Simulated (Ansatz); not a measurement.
# FZr: the cost of one run

Method: the levels named in each step, in Ansatz 0.2.0.

### 1 The system as given

Bond lengths: F1–Zr2 2.300 Å.

As a file:

```xyz
2

F     0.0000    0.0000    0.0000
Zr    0.0000    0.0000    2.3004
```

### 2 A rough first relaxation, PBE-D4/def2-SVP

This run stands in another session on the same molecule. It ended at:

```xyz
2

F     0.0000    0.0000    0.2185
Zr    0.0000    0.0000    2.0820
```

### 3 Relaxation, PBE0-D4/def2-TZVPP

This run stands in another session on the same molecule. It ended at:

```xyz
2

F     0.0000    0.0000    0.2235
Zr    0.0000    0.0000    2.0770
```

### 4 Frequencies, PBE0-D4/def2-TZVPP

Input file input.yaml:

```yaml
crystal:
  periodic: [false, false, false]
  atoms:
    - { symbol: F, position_ang: [0.0, -1.0e-08, 0.22346244] }
    - { symbol: Zr, position_ang: [0.0, 1.0e-08, 2.07697756] }
magnetization:
  spin_polarized: true
  initial_magnetization: 1
basis:
  gaussian: { orbitals: def2-TZVPP }
hamiltonian:
  xc: pbe0
  dispersion: d4
phonons: {}
```

The run is started by

```sh
$ ansatz run input.yaml --threads 2 --pin off --max-ram 5120MiB --backend cpu --events-out ev --progress --plain --runs-dir out
```

**Question.** How long does this run take on 2 threads of Intel Xeon at 2.50GHz (Skylake/Cascade Lake), shared host, and how much memory does it need?

About 45 s, with a peak of 0.2 GiB.
